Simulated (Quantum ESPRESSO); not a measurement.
A run of Quantum ESPRESSO 7.5:

Contents of pw.in:

```
&CONTROL
  calculation = 'scf'
  prefix = 'pwscf'
  outdir = './tmp'
  pseudo_dir = './pseudo'
  tprnfor = .true.
  tstress = .true.
  disk_io = 'nowf'
/
&SYSTEM
  ibrav = 0
  nat = 1
  ntyp = 1
  ecutwfc = 56
  ecutrho = 448
  nbnd = 16
  occupations = 'smearing'
  smearing = 'mp'
  degauss = 0.00734986
/
&ELECTRONS
  conv_thr = 2d-10
  electron_maxstep = 120
  mixing_beta = 0.5
/
ATOMIC_SPECIES
Cu    63.5460 cu_lda_v1.2.uspp.F.UPF
CELL_PARAMETERS angstrom
   1.6400000000    2.3193102423    0.0000000000
  -1.6400000000    2.3193102423    0.0000000000
   0.0000000000    2.3193102423    1.7000000000
ATOMIC_POSITIONS crystal
Cu     0.0000000000    0.0000000000    0.0000000000
K_POINTS automatic
16 16 16 0 0 0
```

Potentials or basis: GBRV 1.5 LDA.

The run is started by

```bash
$ OMP_NUM_THREADS=1 pw.x -in pw.in > pw.out
```

Hardware: 1 thread of Intel(R) Xeon(R) Platinum 8488C (Sapphire Rapids), on a shared host.

Task: How long does it take, and how much memory?

Result: Run time: 2.8 min on 1 thread of Intel(R) Xeon(R) Platinum 8488C (Sapphire Rapids) (shared host), peak memory 0.17 GiB. Counts: scf iterations 21, k pools 1, bands 16, k points 621, g dense 13957.
